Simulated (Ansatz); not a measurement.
The system is Cd2S.

```
Cd S
1.0
     3.96267    0.00000    0.00000
    -1.98134    3.43177    0.00000
     0.00000    0.00000    5.80919
Cd S
2 1
Cartesian
  0.0000 2.2878 5.4183
  1.9813 1.1439 3.3620
  0.0000 2.2878 2.1245
```

The cell comes from a database or a generator and needn't be the stable form of this composition.

Base run:

| Item | Value |
| --- | --- |
| Program | Ansatz 0.2.0 |
| Functional | LDA |
| Potentials or basis | all-electron LAPW, scalar-relativistic |
| Cutoff | 230 eV |
| Density cutoff | 919 eV |
| Basis error allowed | 0.002 eV/atom |
| k mesh | 8 × 8 × 5 |
| Occupations | fermi-dirac, width 0.05 eV |
| Spin | no spin polarisation |

Its results: band gap on the k mesh 0.25 eV, indirect (least direct gap 0.57 eV); pressure -4.9 GPa; largest force 0.166 eV/Å.

**Question.** The run is repeated on the same cell with these changes: functional from LDA to PBEsol. What comes out?

**Answer.** Band gap on the k mesh 0.22 eV, indirect (least direct gap 0.56 eV); pressure -3.0 GPa; largest force 0.143 eV/Å.

PBEsol binds less tightly than LDA, so the same cell stands under more pressure.

A k mesh can miss the band edges.

Not every run made on this cell is shown here.
